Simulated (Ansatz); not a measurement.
# CdClH₃OSi: basis-set convergence

An exercise on one series of results from a longer session: the logs are not shown, and one member is left open.

Program: Ansatz 0.2.0, Gaussian basis. Level of theory: one geometry, several basis sets. These are calculated values, not measurements.

Plan: PBE0-D4/def2-SVP; ωB97M-V/def2-SVP; PBE0-D4/def2-QZVPP; ωB97M-V/def2-QZVPP; the functionals' def2-TZVPP values are taken from earlier runs.

**Structure used throughout**

An earlier PBE0-D4 in a triple-zeta def2 set relaxation fixed the geometry. Cd takes the def2 core potential; no spin-orbit term is included.

SMILES `[SiH3][O][Cd][Cl]`, 7 atoms, charge 0, spin multiplicity 1.

Atoms are counted from 1 here; the program's logs count them from 0.

Bond lengths: Si1–O2 1.627 Å, Si1–H5 1.493 Å, Si1–H6 1.487 Å, Si1–H7 1.493 Å, O2–Cd3 1.953 Å, Cd3–Cl4 2.255 Å. Angles: O2–Si1–H5 111.8°, O2–Si1–H6 108.9°, O2–Si1–H7 111.8°, H5–Si1–H6 108.5°, H5–Si1–H7 107.0°, H6–Si1–H7 108.6°, Si1–O2–Cd3 135.3°, O2–Cd3–Cl4 177.1°.

The first run:

Contents of in.yaml:

```yaml
crystal:
  periodic: [false, false, false]
  atoms:
    - {symbol: Si, position_ang: [0.270282, 1.216373, 0.192513]}
    - {symbol: O, position_ang: [-0.400919, -0.188918, 0.662737]}
    - {symbol: Cd, position_ang: [-0.550344, -1.980268, -0.099756]}
    - {symbol: Cl, position_ang: [-0.779935, -4.080734, -0.888498]}
    - {symbol: H, position_ang: [-0.307200, 1.703489, -1.095595]}
    - {symbol: H, position_ang: [0.024218, 2.243177, 1.239550]}
    - {symbol: H, position_ang: [1.743889, 1.086881, -0.010941]}
basis:
  gaussian: {orbitals: def2-SVP}
hamiltonian: {xc: pbe0, dispersion: d4}
output: {orbitals: {seedname: orbitals}}
```

Command:

```console
$ ansatz run in.yaml --threads 4 --pin off --events-out ev --progress --plain --max-ram 10444MiB
```

Steps of the session up to this table: PBE0-D4 in def2-SVP; ωB97M-V in def2-SVP; PBE0-D4 in def2-QZVPP; ωB97M-V in def2-QZVPP.

One table of the session follows, with a row left open; its other results are not shown here.

It belongs to the step «Functionals by basis». 

```
functional       basis  HOMO (eV)  LUMO (eV)
   PBE0-D4    def2-SVP          ?          ?
   PBE0-D4  def2-TZVPP      -8.33      -2.10
   PBE0-D4  def2-QZVPP      -8.35      -2.12
   ωB97M-V    def2-SVP     -10.43      -0.09
   ωB97M-V  def2-TZVPP     -10.63      -0.29
   ωB97M-V  def2-QZVPP     -10.66      -0.45
```

**Question.** Estimate the row for PBE0-D4, def2-SVP.

As computed: HOMO (eV): -8.17; LUMO (eV): -1.96. In the column «HOMO (eV)» it is the highest.
